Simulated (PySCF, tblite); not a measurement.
# C₃H₉BO₂Si: geometry, infrared bands and NMR shifts

Aim: predict the infrared bands and NMR shifts of C₃H₉BO₂Si (`C=C(BO[SiH3])OC`).

Computed with tblite 0.8.0 and PySCF 2.14.0, with density-fitted response routines of our own, on a single molecule in the gas phase. Atoms are numbered from 0 throughout.

## 1. The molecule as given

16 atoms, charge 0, multiplicity 1; geometry from: force field or distance geometry start.

Bonds of the start (Å): C0–C1 1.32, C1–B2 1.58, B2–O3 1.45, O3–Si4 1.72, C1–O5 1.40, O5–C6 1.40, C0–H7 1.07, C0–H8 1.09, B2–H9 1.18, Si4–H10 1.48, Si4–H11 1.46, Si4–H12 1.46, C6–H13 1.11, C6–H14 1.11, C6–H15 1.11.

## 2. Relaxing the molecule with GFN2-xTB

The job: settings as JSON, then the geometry in Å.

```
{"job": {"kind": "relax", "xc": "GFN2-xTB", "basis": "xTB"}, "charge": 0, "multiplicity": 1}
C     -1.192600     1.031600    -1.038300
C     -0.816400     0.429500     0.074900
B      0.704000     0.446100     0.490700
O      1.568500    -0.423600    -0.292300
Si     3.159700     0.226100    -0.152200
O     -1.792200    -0.213300     0.848400
C     -2.514100    -1.275200     0.278100
H     -0.522400     1.556100    -1.689400
H     -2.255200     0.981000    -1.265200
H      0.933900     0.552000     1.643100
H      3.130800     1.707200    -0.237300
H      3.654500    -0.107700     1.175100
H      4.052200    -0.258000    -1.206800
H     -3.236500    -1.660100     1.030300
H     -3.006200    -0.851800    -0.618900
H     -1.875700    -2.131000    -0.010200
```

Started as:

```sh
$ OMP_NUM_THREADS=1 python probes_run.py task.json out
```

This one command runs all jobs of the session in turn.

**Question.** This job is followed by: GFN2-xTB harmonic vibrations, gas phase; GIAO PBE0/pcSseg-1 NMR shielding, non-relativistic, gas phase. Predict these results of the whole session: strongest single infrared mode (GFN2-xTB); zero-point energy (GFN2-xTB); 13C shifts against TMS (PBE0/pcSseg-1); 1H shifts against TMS (PBE0/pcSseg-1, means over atoms taken as alike); 11B shifts against BF3·OEt2 (PBE0/pcSseg-1); 17O shifts against H2O (PBE0/pcSseg-1); 29Si shifts against TMS (PBE0/pcSseg-1).

**Answer**, as computed:

| quantity | value |
| --- | --- |
| strongest single infrared mode (GFN2-xTB) | 1415 cm⁻¹, 533 km/mol |
| zero-point energy (GFN2-xTB) | 71.2 kcal/mol |
| 13C shifts against TMS (PBE0/pcSseg-1) | 177.1, 99.6, 56.1 ppm |
| 1H shifts against TMS (PBE0/pcSseg-1, means over atoms taken as alike) | 5.36, 5.14, 4.76, 4.63, 3.72 ppm |
| 11B shifts against BF3·OEt2 (PBE0/pcSseg-1) | 38.9 ppm |
| 17O shifts against H2O (PBE0/pcSseg-1) | 139.6, 130.2 ppm |
| 29Si shifts against TMS (PBE0/pcSseg-1) | -47.3 ppm |

Over 130 steps the energy fell by 1.621 eV; of the close pairs, B2–O3 changed most, 1.455 to 1.315 Å. No mode is imaginary among the 42: a minimum at this level. The strongest single mode, at 1415 cm⁻¹, is spread over many atoms; the largest shares are those of B2, O3. GFN2-xTB is a fitted tight-binding method: band positions and strengths are rough. Its intensities can rank the bands wrongly. C1 (alkene carbon bearing oxygen) lies farthest downfield among carbon, at 177.1 ppm; an sp2 carbon further deshielded by the attached heteroatom. At PBE0/pcSseg-1: Shielding is most anisotropic at O3 (span 349 ppm, paramagnetic term -198 ppm).
